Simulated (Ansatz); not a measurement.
**O (hcp type): a single-point run**

Aim: a sound single-point run of O (hcp type). The structure is shown as the input types it.

Computed with Ansatz 0.2.0 (DFT, PBEsol, all-electron PAW with datasets made for the crystal, scalar-relativistic, unless a step's input says otherwise).

## Step 1: The system as given

It takes space group C2/m (No. 12, monoclinic). Conventional cell: a = 8.193 Å, b = 4.730 Å, c = 7.663 Å, α = 90.00°, β = 90.00°, γ = 90.00°. O (site symmetry m) is surrounded by 1 O at 2.73 Å.

Structure file:

```
O
1.0
     4.72996    0.00000    0.00000
    -2.36498    4.09627    0.00000
     0.00000    0.00000    7.66254
O
2
Direct
  0.19333 0.59667 0.14500
  0.80667 0.40333 0.85500
```

## Step 2: The run

Input file input.yaml:

```yaml
crystal:
  lattice:
    - [4.72996441, 0.0, 0.0]
    - [-2.3649822, 4.09626934, 0.0]
    - [0.0, 0.0, 7.66254234]
  atoms:
    - { symbol: O, position: [0.1933333333, 0.5966666667, 0.145] }
    - { symbol: O, position: [0.8066666667, 0.4033333333, 0.855] }
kpoints:
  mp_grid: { grid: [14, 14, 8] }
scf:
  occupations: { method: fermi_dirac, width: 0.05 }
  max_iter: 100
hamiltonian:
  xc: pbesol
  pseudopotentials: { kind: all_electron, datasets: crystal }
output:
  forces: true
  stress: true
  eigenvalues: true
  efg: { contact_densities: true }
```

On the command line:

```sh
$ ansatz run input.yaml --threads 1 --pin off --max-ram 2048MiB --backend cpu --events-out ev --progress --plain --runs-dir out
```

Q: Will this input give a usable result? If not, why, and what should change?

This run ends as converged, with warnings (crystal datasets made). Convergence says nothing about whether the input makes sense.

The structure is inflated by the factor 1.89 between bohr and ångström. The shortest distance in the input is 2.73 Å, between atoms 1 (O) and 2 (O).

The cure: divide the lengths by 1.8897.
